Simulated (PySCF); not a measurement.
# [Ce(NH2)4]−: forces at shaken geometries

How stiff is [Ce(NH2)4]−? Its atoms are displaced at random by several amounts. The species was built from a template and needn't be a known compound.

Program: PySCF 2.14.0. Level of theory: PBE0, Ce lcecp-1-SVP with ECP47, N def2-SVP, H def2-SVP; scalar-relativistic core potentials, no spin–orbit coupling. These are calculated values, not measurements.

3 further runs of the same task are left out: 1 for a known fault of the program, 2 that didn't finish.

## 1. The system as given

13 atoms, charge -1, spin multiplicity 1.

Bond lengths: Ce1–N2 2.370 Å, Ce1–N5 2.370 Å, Ce1–N8 2.370 Å, Ce1–N11 2.370 Å, N2–H3 1.021 Å, N2–H4 1.023 Å, N5–H6 1.023 Å, N5–H7 1.021 Å, N8–H9 1.023 Å, N8–H10 1.021 Å, N11–H12 1.021 Å, N11–H13 1.023 Å. Angles: N2–Ce1–N5 110.9°, N2–Ce1–N8 106.6°, N2–Ce1–N11 110.9°, N5–Ce1–N8 110.9°, N5–Ce1–N11 106.6°, N8–Ce1–N11 110.9°, Ce1–N2–H3 131.4°, Ce1–N2–H4 123.4°, H3–N2–H4 105.0°, Ce1–N5–H6 123.4°, Ce1–N5–H7 131.3°, H6–N5–H7 105.1°, Ce1–N8–H9 123.4°, Ce1–N8–H10 131.4°, H9–N8–H10 105.0°, Ce1–N11–H12 131.3°, Ce1–N11–H13 123.4°, H12–N11–H13 105.1°.

Geometry (Å):

| atom | x (Å) | y (Å) | z (Å) |
| --- | --- | --- | --- |
| Ce1 | -0.0001 | 0.0000 | 0.0000 |
| N2 | 1.4162 | 1.2942 | 1.3919 |
| H3 | 1.3923 | 1.4758 | 2.3963 |
| H4 | 2.2780 | 1.7361 | 1.0628 |
| N5 | -1.4164 | -1.3919 | 1.2941 |
| H6 | -2.2784 | -1.0629 | 1.7358 |
| H7 | -1.3917 | -2.3965 | 1.4763 |
| N8 | 1.4162 | -1.2942 | -1.3919 |
| H9 | 2.2780 | -1.7361 | -1.0628 |
| H10 | 1.3923 | -1.4758 | -2.3963 |
| N11 | -1.4164 | 1.3919 | -1.2941 |
| H12 | -1.3917 | 2.3965 | -1.4763 |
| H13 | -2.2784 | 1.0629 | -1.7358 |

Formal oxidation states: Ce +3. Each metal's 1 4f electrons lie in its core potential, so multiplicities, spins and levels count the valence alone. An earlier session relaxed this geometry at PBE0, Ce lcecp-1-SVP with ECP47, N def2-SVP, H def2-SVP (singlet, point group S4).

Its energy there is -255.754863 Eh.

## 2. Atoms moved at random, σ = 0.06 Å

Contents of run.py (the lines that set the calculation):

```python
mol = gto.M(atom='''
Ce    -0.08763    -0.06701     0.04025
N      1.36026     1.32632     1.28941
H      1.35405     1.34078     2.37569
H      2.23861     1.76442     0.95402
N     -1.45043    -1.39209     1.36065
H     -2.28799    -1.04043     1.77161
H     -1.31684    -2.36584     1.40322
N      1.50387    -1.24745    -1.32405
H      2.15463    -1.79118    -1.09311
H      1.52972    -1.42898    -2.38460
N     -1.36739     1.49536    -1.23044
H     -1.30417     2.37958    -1.48669
H     -2.32668     1.02653    -1.67595''',
    basis={'Ce': 'lcecp-1-SVP', 'N': 'def2-SVP', 'H': 'def2-SVP'},
    ecp={'Ce': 'lcecp-1-SVP'},
    charge=-1, spin=0)
mf = dft.RKS(mol, xc='PBE0')
mf.grids.atom_grid = (50, 194)  # f atoms: unpruned, at least (60, 302)
mf = mf.density_fit()  # fitting sets: Ce AutoAux, N def2-universal-JKFIT, H def2-universal-JKFIT
mf.conv_tol = 1e-08; mf.max_cycle = 55
mf.kernel(dm0)  # dm0: the density of the relaxed state
```

The run is started by

```bash
OMP_NUM_THREADS=2 python run.py
```

## 3. Atoms moved at random, σ = 0.03 Å

Contents of run.py (the lines that set the calculation):

```python
mol = gto.M(atom='''
Ce     0.02382     0.01073     0.01460
N      1.48745     1.27181     1.40370
H      1.37946     1.46685     2.41729
H      2.31957     1.77264     1.04149
N     -1.42045    -1.43456     1.28697
H     -2.27845    -1.06542     1.75044
H     -1.41074    -2.42571     1.44856
N      1.43165    -1.29400    -1.35242
H      2.24450    -1.72377    -1.06274
H      1.38357    -1.46890    -2.44517
N     -1.46855     1.40859    -1.31218
H     -1.40890     2.35942    -1.45576
H     -2.28292     1.12231    -1.73478''',
    basis={'Ce': 'lcecp-1-SVP', 'N': 'def2-SVP', 'H': 'def2-SVP'},
    ecp={'Ce': 'lcecp-1-SVP'},
    charge=-1, spin=0)
mf = dft.RKS(mol, xc='PBE0')
mf.grids.atom_grid = (50, 194)  # f atoms: unpruned, at least (60, 302)
mf = mf.density_fit()  # fitting sets: Ce AutoAux, N def2-universal-JKFIT, H def2-universal-JKFIT
mf.conv_tol = 1e-08; mf.max_cycle = 55
mf.kernel(dm0)  # dm0: the density of the relaxed state
```

## 4. Atoms moved at random, σ = 0.1 Å

Contents of run.py (the lines that set the calculation):

```python
mol = gto.M(atom='''
Ce     0.06029    -0.03803    -0.06584
N      1.22302     1.24797     1.40324
H      1.35604     1.36133     2.39129
H      2.23005     1.82621     0.88502
N     -1.43357    -1.34992     1.46159
H     -2.27540    -0.99532     1.76509
H     -1.37665    -2.32327     1.46087
N      1.49104    -1.27494    -1.37120
H      2.42970    -1.72416    -0.98674
H      1.44382    -1.50749    -2.44086
N     -1.47781     1.39364    -1.37276
H     -1.42632     2.27672    -1.35855
H     -2.24420     1.10725    -1.77115''',
    basis={'Ce': 'lcecp-1-SVP', 'N': 'def2-SVP', 'H': 'def2-SVP'},
    ecp={'Ce': 'lcecp-1-SVP'},
    charge=-1, spin=0)
mf = dft.RKS(mol, xc='PBE0')
mf.grids.atom_grid = (50, 194)  # f atoms: unpruned, at least (60, 302)
mf = mf.density_fit()  # fitting sets: Ce AutoAux, N def2-universal-JKFIT, H def2-universal-JKFIT
mf.conv_tol = 1e-08; mf.max_cycle = 55
mf.kernel(dm0)  # dm0: the density of the relaxed state
```

Before running it: what results should come out? Wanted: for each run, σ; energy rise; harmonic estimate −½ F·u; largest force component.

As calculated:

| σ (Å) | energy rise (eV) | harmonic estimate −½ F·u (eV) | largest force component (eV/Å) |
| --- | --- | --- | --- |
| 0.06 | 1.626 | 1.589 | 7.81 |
| 0.03 | 0.471 | 0.476 | 3.74 |
| 0.1 | 2.373 | 2.182 | 9.28 |

Every displacement raises the energy. For a harmonic well the rise equals −½ F·u; the two differ by at most 8 % here (a move with σ = 0.1 Å), from anharmonicity, the grid and the small forces left at the relaxed point. The bases are small and lack diffuse functions. Spin–orbit coupling is left out.
